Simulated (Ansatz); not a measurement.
# CH₆NOSi radical: up Jacob's ladder to CCSD(T)

One table from this session's results is given with a row withheld; the runs are named, their logs left out.

The runs use Ansatz 0.2.0, Gaussian basis; functionals in def2-TZVPP, the program's frozen cores in correlated methods.

Plan: LDA (SPW92), PBE-D4, revPBE-D4, BLYP-D4, r2SCAN-D4, B97M-V, PBE0-D4, B3LYP-D4, r2SCANh-D4, r2SCAN0-D4, HSE06-D4, BHLYP-D4, CAM-B3LYP-D4, LC-ωPBE, ωB97X-V, ωB97M-V, B2PLYP, PBE-QIDH; CCSD(T)/def2-SVP; CCSD(T)/def2-TZVPP; MP2/def2-QZVPP; extrapolation to the limit; RPA on PBE.

## The geometry

An earlier PBE0-D4 in a triple-zeta def2 set relaxation fixed the geometry.

SMILES `CO[SiH2][NH]`, 10 atoms, charge 0, spin multiplicity 2.

Atoms are counted from 1 here; the program's logs count them from 0.

Bond lengths: C1–O2 1.408 Å, C1–H5 1.096 Å, C1–H6 1.091 Å, C1–H7 1.097 Å, O2–Si3 1.640 Å, Si3–N4 1.736 Å, Si3–H8 1.481 Å, Si3–H9 1.491 Å, N4–H10 1.020 Å. Angles: O2–C1–H5 111.3°, O2–C1–H6 108.4°, O2–C1–H7 111.7°, H5–C1–H6 108.4°, H5–C1–H7 108.5°, H6–C1–H7 108.5°, C1–O2–Si3 124.0°, O2–Si3–N4 118.8°, O2–Si3–H8 105.8°, O2–Si3–H9 109.5°, N4–Si3–H8 106.1°, N4–Si3–H9 104.3°, H8–Si3–H9 112.4°, Si3–N4–H10 118.3°.

Geometry (Å):

```csv
atom,x (Å),y (Å),z (Å)
C1,-0.5265,1.3737,0.4401
O2,-0.8408,0.2221,-0.3072
Si3,-0.0267,-1.1964,-0.1895
N4,1.5578,-1.3126,-0.8886
H5,0.3439,1.8929,0.0236
H6,-1.3806,2.0520,0.4048
H7,-0.3180,1.1321,1.4893
H8,-0.8606,-2.1991,-0.8913
H9,0.1796,-1.5348,1.2475
H10,1.9552,-0.4810,-1.3259
```

The first run:

in.yaml

```yaml
crystal:
  periodic: [false, false, false]
  atoms:
    - {symbol: C, position_ang: [-0.526467, 1.373672, 0.440116]}
    - {symbol: O, position_ang: [-0.840790, 0.222094, -0.307171]}
    - {symbol: Si, position_ang: [-0.026745, -1.196391, -0.189527]}
    - {symbol: N, position_ang: [1.557811, -1.312588, -0.888646]}
    - {symbol: H, position_ang: [0.343885, 1.892876, 0.023584]}
    - {symbol: H, position_ang: [-1.380634, 2.052006, 0.404762]}
    - {symbol: H, position_ang: [-0.317993, 1.132145, 1.489348]}
    - {symbol: H, position_ang: [-0.860556, -2.199107, -0.891261]}
    - {symbol: H, position_ang: [0.179563, -1.534825, 1.247487]}
    - {symbol: H, position_ang: [1.955226, -0.480983, -1.325893]}
basis:
  gaussian: {orbitals: def2-TZVPP}
magnetization: {spin_polarized: true, initial_magnetization: 1}
hamiltonian: {xc: lda}
output: {orbitals: {seedname: orbitals}}
```

Steps of the session up to this table: LDA; PBE-D4 (GGA); revPBE-D4 (GGA); BLYP-D4 (GGA); r2SCAN-D4 (meta-GGA); B97M-V (meta-GGA); PBE0-D4 (hybrid); B3LYP-D4 (hybrid); r2SCANh-D4 (hybrid); r2SCAN0-D4 (hybrid); HSE06-D4 (hybrid); BHLYP-D4 (hybrid); CAM-B3LYP-D4 (range-separated); LC-ωPBE-D4 (range-separated; the results give it without D4); ωB97X-V (range-separated); ωB97M-V (range-separated); B2PLYP (double hybrid); PBE-QIDH (double hybrid).

One of the session's tables, all rows but one given; the rest of the session is left out.

It belongs to the step «Orbital energies across the functionals». 

```
  functional  HOMO (eV)  LUMO (eV)  gap (eV)
 LDA (SPW92)      -6.37      -5.34      1.03
      PBE-D4      -6.31      -4.81      1.50
   revPBE-D4      -6.26      -4.67      1.60
     BLYP-D4      -6.22      -4.78      1.43
   r2SCAN-D4      -6.66      -4.17      2.49
      B97M-V      -6.81      -4.34      2.47
     PBE0-D4      -7.85      -3.32      4.53
    B3LYP-D4      -7.61      -3.81      3.80
  r2SCANh-D4      -7.23      -3.65      3.58
  r2SCAN0-D4      -8.08      -2.88      5.21
    HSE06-D4      -7.44      -3.73      3.72
    BHLYP-D4      -9.31      -1.90      7.42
CAM-B3LYP-D4          ?          ?         ?
     LC-ωPBE     -10.73      -0.71     10.02
     ωB97X-V     -10.35      -1.17      9.18
     ωB97M-V     -10.23      -1.27      8.96
```

Estimate the missing values for CAM-B3LYP-D4.

As computed: HOMO (eV): -9.32; LUMO (eV): -2.22; gap (eV): 7.10. In the column «HOMO (eV)» it lies between ωB97M-V (-10.23) and BHLYP-D4 (-9.31).
